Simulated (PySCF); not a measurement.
**[Nd(H2O)3]3+: how settings move a single point**

Aim: repeat the single point on relaxed [Nd(H2O)3]3+ with altered settings, some of them bad on purpose. It is a constructed species; whether it can be made isn't addressed.

Program: PySCF 2.14.0. Level of theory: PBE, Nd lcecp-1-SVP with ECP49, O def2-SVP, H def2-SVP; scalar-relativistic core potentials, no spin–orbit coupling. These are calculated values, not measurements.

3 further runs of the same task are left out: 2 for a known fault of the program, 1 that didn't finish.

## Step 1: Where the work starts

10 atoms, charge 3, spin multiplicity 1.

Bond lengths: Nd1–O2 2.327 Å, Nd1–O5 2.327 Å, Nd1–O8 2.327 Å, O2–H3 0.998 Å, O2–H4 0.998 Å, O5–H6 0.998 Å, O5–H7 0.998 Å, O8–H9 0.998 Å, O8–H10 0.998 Å. Angles: O2–Nd1–O5 120.0°, O2–Nd1–O8 120.0°, O5–Nd1–O8 120.0°, Nd1–O2–H3 128.6°, Nd1–O2–H4 128.6°, H3–O2–H4 102.7°, Nd1–O5–H6 128.6°, Nd1–O5–H7 128.6°, H6–O5–H7 102.7°, Nd1–O8–H9 128.6°, Nd1–O8–H10 128.6°, H9–O8–H10 102.7°.

Geometry (Å):

| atom | x (Å) | y (Å) | z (Å) |
| --- | --- | --- | --- |
| Nd1 | 0.00000 | 0.00000 | 0.00000 |
| O2 | 2.32736 | 0.00001 | 0.00000 |
| H3 | 2.95075 | -0.77183 | 0.11013 |
| H4 | 2.95074 | 0.77185 | -0.11013 |
| O5 | -1.16369 | 2.01554 | 0.00000 |
| H6 | -0.80695 | 2.94134 | 0.11013 |
| H7 | -2.14381 | 2.16949 | -0.11013 |
| O8 | -1.16367 | -2.01555 | 0.00000 |
| H9 | -2.14380 | -2.16951 | 0.11013 |
| H10 | -0.80693 | -2.94134 | -0.11013 |

Formal oxidation states: Nd +3. Each metal's 3 4f electrons lie in its core potential, so multiplicities, spins and levels count the valence alone. An earlier session relaxed this geometry at PBE, Nd lcecp-1-SVP with ECP49, O def2-SVP, H def2-SVP (singlet, point group D3).

The sound run used a (50, 194) grid (finer on f atoms), a threshold of 1e-8 and at most 55 cycles, and ended at -261.738772 Eh.

## Step 2: Try 1

Contents of run.py (the lines that set the calculation):

```python
mol = gto.M(atom='''
Nd     0.00000     0.00000     0.00000
O      2.32736     0.00001     0.00000
H      2.95075    -0.77183     0.11013
H      2.95074     0.77185    -0.11013
O     -1.16369     2.01554     0.00000
H     -0.80695     2.94134     0.11013
H     -2.14381     2.16949    -0.11013
O     -1.16367    -2.01555     0.00000
H     -2.14380    -2.16951     0.11013
H     -0.80693    -2.94134    -0.11013''',
    basis={'Nd': 'lcecp-1-SVP', 'O': 'def2-SVP', 'H': 'def2-SVP'},
    ecp={'Nd': 'lcecp-1-SVP'},
    charge=3, spin=0)
mf = dft.RKS(mol, xc='PBE')
mf.grids.atom_grid = (50, 194)  # f atoms: unpruned, at least (60, 302)
mf = mf.density_fit()  # fitting sets: Nd AutoAux, O def2-universal-JKFIT, H def2-universal-JKFIT
mf.conv_tol = 1e-08; mf.max_cycle = 55
mf.kernel(dm0)  # dm0: smeared density
```

The run is started by

```sh
OMP_NUM_THREADS=2 python run.py
```

Standard output:

```text
init E= -261.701546411095
  HOMO = -0.85278887404316  LUMO = -0.639730799045213  gap/eV = 5.79761
cycle= 1 E= -261.737303914034  delta_E= -0.0358  |g|= 0.0719  |ddm|= 0.113
  HOMO = -0.836230309754414  LUMO = -0.656740852337773  gap/eV = 4.88416
cycle= 2 E= -261.732736098086  delta_E= 0.00457  |g|= 0.166  |ddm|= 0.214
  HOMO = -0.847713544529009  LUMO = -0.650799332675872  gap/eV = 5.35831
cycle= 3 E= -261.738738075294  delta_E= -0.006  |g|= 0.00916  |ddm|= 0.12
  HOMO = -0.847336223646596  LUMO = -0.648438591657598  gap/eV = 5.41228
cycle= 4 E= -261.738771918661  delta_E= -3.38e-05  |g|= 0.00109  |ddm|= 0.016
  HOMO = -0.847429367354949  LUMO = -0.648410643137286  gap/eV = 5.41558
cycle= 5 E= -261.73877214988  delta_E= -2.31e-07  |g|= 0.000101  |ddm|= 0.000825
  HOMO = -0.847439304209917  LUMO = -0.648419553649591  gap/eV = 5.41560
cycle= 6 E= -261.738772151652  delta_E= -1.77e-09  |g|= 9.03e-06  |ddm|= 8.25e-05
  HOMO = -0.84744050663433  LUMO = -0.648418134504755  gap/eV = 5.41567
Extra cycle  E= -261.738772151617  delta_E= 3.51e-11  |g|= 1.59e-05  |ddm|= 2.3e-05
converged SCF energy = -261.738772151617
```

Run time: 4.5 s. Hardware: 2 threads of Arm Neoverse V1, shared host.

Changed: the starting guess (smeared density). It converges in 6 cycles, at the sound run's energy within 0.001 eV, with a largest force component of 0.00 eV/Å. The result survives the change.

## Step 3: Try 2

Edit run.py (the lines that set the calculation) of step 2 so:

```diff
@@ -13,7 +13,7 @@
     ecp={'Nd': 'lcecp-1-SVP'},
-    charge=3, spin=0)
-mf = dft.RKS(mol, xc='PBE')
+    charge=3, spin=12)
+mf = dft.UKS(mol, xc='PBE')
 mf.grids.atom_grid = (50, 194)  # f atoms: unpruned, at least (60, 302)
 mf = mf.density_fit()  # fitting sets: Nd AutoAux, O def2-universal-JKFIT, H def2-universal-JKFIT
-mf.conv_tol = 1e-08; mf.max_cycle = 55
-mf.kernel(dm0)  # dm0: smeared density
+mf.conv_tol = 1e-08; mf.max_cycle = 60
+mf.kernel(dm0)  # dm0: free metal ions and neutral atoms
```

The run is started by

```sh
OMP_NUM_THREADS=2 python run.py
```

Standard output:

```text
init E= -253.734384839947
cycle= 1 E= -258.317454551124  delta_E= -4.58  |g|= 1.08  |ddm|=  3.7
cycle= 2 E= -254.113200988839  delta_E=  4.2  |g|= 1.88  |ddm|= 6.36
cycle= 3 E= -258.544142887206  delta_E= -4.43  |g|= 0.972  |ddm|= 6.13
cycle= 4 E= -258.494546403031  delta_E= 0.0496  |g|= 0.856  |ddm|= 4.53
cycle= 5 E= -259.242908277994  delta_E= -0.748  |g|= 0.253  |ddm|=  2.7
cycle= 6 E= -259.26608371423  delta_E= -0.0232  |g|= 0.187  |ddm|= 0.459
cycle= 7 E= -259.285493193797  delta_E= -0.0194  |g|= 0.126  |ddm|= 0.555
cycle= 8 E= -259.296615504414  delta_E= -0.0111  |g|= 0.0707  |ddm|= 0.397
cycle= 9 E= -259.300889734961  delta_E= -0.00427  |g|= 0.0278  |ddm|= 0.296
cycle= 10 E= -259.293033436252  delta_E= 0.00786  |g|= 0.0854  |ddm|= 0.911
cycle= 11 E= -259.301690517726  delta_E= -0.00866  |g|= 0.00894  |ddm|= 0.758
cycle= 12 E= -259.300366293339  delta_E= 0.00132  |g|= 0.0357  |ddm|= 0.441
cycle= 13 E= -259.300332740059  delta_E= 3.36e-05  |g|= 0.0361  |ddm|= 0.0226
cycle= 14 E= -259.301462376115  delta_E= -0.00113  |g|= 0.0188  |ddm|= 0.0986
cycle= 15 E= -259.301849944614  delta_E= -0.000388  |g|= 0.00612  |ddm|= 0.0735
cycle= 16 E= -259.301901900999  delta_E= -5.2e-05  |g|= 0.00113  |ddm|= 0.0645
cycle= 17 E= -259.301899897491  delta_E= 2e-06  |g|= 0.00214  |ddm|= 0.0226
cycle= 18 E= -259.301900827362  delta_E= -9.3e-07  |g|= 0.00208  |ddm|= 0.0105
cycle= 19 E= -259.301902644124  delta_E= -1.82e-06  |g|= 0.00223  |ddm|= 0.041
cycle= 20 E= -259.301906748248  delta_E= -4.1e-06  |g|= 0.00144  |ddm|= 0.0224
cycle= 21 E= -259.301908452952  delta_E= -1.7e-06  |g|= 0.000913  |ddm|= 0.0156
cycle= 22 E= -259.301909462289  delta_E= -1.01e-06  |g|= 0.000127  |ddm|= 0.00947
cycle= 23 E= -259.301909457818  delta_E= 4.47e-09  |g|= 0.000149  |ddm|= 0.00238
cycle= 24 E= -259.301909471823  delta_E= -1.4e-08  |g|= 0.000106  |ddm|= 0.000616
cycle= 25 E= -259.301909485115  delta_E= -1.33e-08  |g|= 2.64e-05  |ddm|= 0.00179
cycle= 26 E= -259.30190948529  delta_E= -1.75e-10  |g|= 1.82e-05  |ddm|= 0.000762
Extra cycle  E= -259.301909434102  delta_E= 5.12e-08  |g|= 0.000207  |ddm|= 0.00178
converged SCF energy = -259.301909434102  <S^2> = 42.004955  2S+1 = 13.000762
```

Run time: 12 s. Hardware: 2 threads of Arm Neoverse V1, shared host.

Changed: the spin (12 unpaired electrons); the cycle limit is 60. It converges in 26 cycles, +66.310 eV from the sound run, with a largest force component of 10.68 eV/Å. The setting is unsound, so these numbers aren't the compound's.

## Step 4: Try 3

Edit run.py (the lines that set the calculation) of step 3 so:

```diff
@@ -13,7 +13,7 @@
     ecp={'Nd': 'lcecp-1-SVP'},
-    charge=3, spin=12)
-mf = dft.UKS(mol, xc='PBE')
-mf.grids.atom_grid = (50, 194)  # f atoms: unpruned, at least (60, 302)
+    charge=3, spin=0)
+mf = dft.RKS(mol, xc='PBE')
+mf.grids.atom_grid = (99, 590)  # f atoms: unpruned, at least (60, 302)
 mf = mf.density_fit()  # fitting sets: Nd AutoAux, O def2-universal-JKFIT, H def2-universal-JKFIT
-mf.conv_tol = 1e-08; mf.max_cycle = 60
+mf.conv_tol = 1e-08; mf.max_cycle = 55
 mf.kernel(dm0)  # dm0: free metal ions and neutral atoms
```

The run is started by

```sh
OMP_NUM_THREADS=2 python run.py
```

Standard output:

```text
init E= -252.950777030171
  HOMO = -1.30211835249811  LUMO = -0.715462412867409  gap/eV = 15.96372
cycle= 1 E= -259.4203506799  delta_E= -6.47  |g|=  3.5  |ddm|= 3.13
  HOMO = -0.62648036162819  LUMO = -0.496834597874951  gap/eV = 3.52784
cycle= 2 E= -244.837667229113  delta_E= 14.6  |g|= 6.44  |ddm|= 8.06
  HOMO = -0.933249754836284  LUMO = -0.532708246605492  gap/eV = 10.89929
cycle= 3 E= -261.420741155451  delta_E= -16.6  |g|=    1  |ddm|= 7.79
  HOMO = -0.887712531910245  LUMO = -0.671773133739602  gap/eV = 5.87601
cycle= 4 E= -261.709751581489  delta_E= -0.289  |g|= 0.389  |ddm|= 1.72
  HOMO = -0.850473578476723  LUMO = -0.643364303782761  gap/eV = 5.63573
cycle= 5 E= -261.73747508165  delta_E= -0.0277  |g|= 0.0778  |ddm|= 0.281
  HOMO = -0.848034345202729  LUMO = -0.647320202695046  gap/eV = 5.46171
cycle= 6 E= -261.738708997805  delta_E= -0.00123  |g|= 0.0156  |ddm|= 0.0488
  HOMO = -0.847730698144233  LUMO = -0.648612774905207  gap/eV = 5.41827
cycle= 7 E= -261.738757593389  delta_E= -4.86e-05  |g|= 0.00268  |ddm|= 0.0142
  HOMO = -0.847455259270311  LUMO = -0.648382157395186  gap/eV = 5.41706
cycle= 8 E= -261.738758870941  delta_E= -1.28e-06  |g|= 0.000373  |ddm|= 0.00173
  HOMO = -0.847440611953881  LUMO = -0.648415933289859  gap/eV = 5.41574
cycle= 9 E= -261.738758902488  delta_E= -3.15e-08  |g|= 0.000178  |ddm|= 0.000402
  HOMO = -0.847439920031633  LUMO = -0.648418890148633  gap/eV = 5.41564
cycle= 10 E= -261.738758908623  delta_E= -6.13e-09  |g|= 7.04e-06  |ddm|= 0.000118
  HOMO = -0.847441261505358  LUMO = -0.648419164292666  gap/eV = 5.41567
Extra cycle  E= -261.73875890859  delta_E= 3.27e-11  |g|= 1.46e-05  |ddm|= 1.38e-05
converged SCF energy = -261.73875890859
```

Run time: 13 s. Hardware: 2 threads of Arm Neoverse V1, shared host.

Changed: the integration grid, to (99, 590). It converges in 10 cycles, at the sound run's energy within 0.001 eV, with a largest force component of 0.00 eV/Å. The result survives the change.

## Step 5: Try 4

Edit run.py (the lines that set the calculation) of step 4 so:

```diff
@@ -15,5 +15,5 @@
 mf = dft.RKS(mol, xc='PBE')
-mf.grids.atom_grid = (99, 590)  # f atoms: unpruned, at least (60, 302)
+mf.grids.atom_grid = (50, 194)  # f atoms: unpruned, at least (60, 302)
 mf = mf.density_fit()  # fitting sets: Nd AutoAux, O def2-universal-JKFIT, H def2-universal-JKFIT
-mf.conv_tol = 1e-08; mf.max_cycle = 55
+mf.conv_tol = 1e-06; mf.max_cycle = 55
 mf.kernel(dm0)  # dm0: free metal ions and neutral atoms
```

The run is started by

```sh
OMP_NUM_THREADS=2 python run.py
```

Standard output:

```text
init E= -252.950792808923
  HOMO = -1.30211983301557  LUMO = -0.715463190104626  gap/eV = 15.96374
cycle= 1 E= -259.420335060246  delta_E= -6.47  |g|=  3.5  |ddm|= 3.13
  HOMO = -0.626478177374896  LUMO = -0.496830754910194  gap/eV = 3.52789
cycle= 2 E= -244.837636241133  delta_E= 14.6  |g|= 6.44  |ddm|= 8.06
  HOMO = -0.933249191169579  LUMO = -0.53269965016506  gap/eV = 10.89951
cycle= 3 E= -261.420748224659  delta_E= -16.6  |g|=    1  |ddm|= 7.79
  HOMO = -0.887712736288573  LUMO = -0.671769629677972  gap/eV = 5.87611
cycle= 4 E= -261.709763666886  delta_E= -0.289  |g|= 0.389  |ddm|= 1.72
  HOMO = -0.850472092348994  LUMO = -0.643363444329952  gap/eV = 5.63571
cycle= 5 E= -261.737488224671  delta_E= -0.0277  |g|= 0.0778  |ddm|= 0.281
  HOMO = -0.848033276665645  LUMO = -0.647320200301132  gap/eV = 5.46168
cycle= 6 E= -261.738722241985  delta_E= -0.00123  |g|= 0.0156  |ddm|= 0.0488
  HOMO = -0.84772972582093  LUMO = -0.648612564146433  gap/eV = 5.41825
cycle= 7 E= -261.738770830168  delta_E= -4.86e-05  |g|= 0.00268  |ddm|= 0.0142
  HOMO = -0.847454807613701  LUMO = -0.648382508342891  gap/eV = 5.41703
cycle= 8 E= -261.738772090303  delta_E= -1.26e-06  |g|= 0.000513  |ddm|= 0.00176
  HOMO = -0.847443435195724  LUMO = -0.648405293520933  gap/eV = 5.41610
cycle= 9 E= -261.738772132877  delta_E= -4.26e-08  |g|= 0.000301  |ddm|= 0.000479
  HOMO = -0.847422866141775  LUMO = -0.648432889213469  gap/eV = 5.41479
Extra cycle  E= -261.738772067548  delta_E= 6.53e-08  |g|= 0.000654  |ddm|= 0.000648
converged SCF energy = -261.738772067548
```

It took 5.2 s on 2 threads of Arm Neoverse V1, shared host.

Changed: the SCF threshold (1e-06). It converges in 9 cycles, at the sound run's energy within 0.001 eV, with a largest force component of 0.01 eV/Å. The result survives the change.

## Step 6: Results

| run | changed | ending | energy change (eV) | cycles | time | usable |
| --- | --- | --- | --- | --- | --- | --- |
| 1 | the starting guess | converged | 0.000 | 6 | 4.5 s | yes |
| 2 | the spin | converged | +66.310 | 26 | 12 s | no |
| 3 | the integration grid | converged | 0.000 | 10 | 13 s | yes |
| 4 | the SCF threshold | converged | 0.000 | 9 | 5.2 s | yes |

3 of 4 altered runs give a usable result. 1 ended normally with numbers unfit to quote.
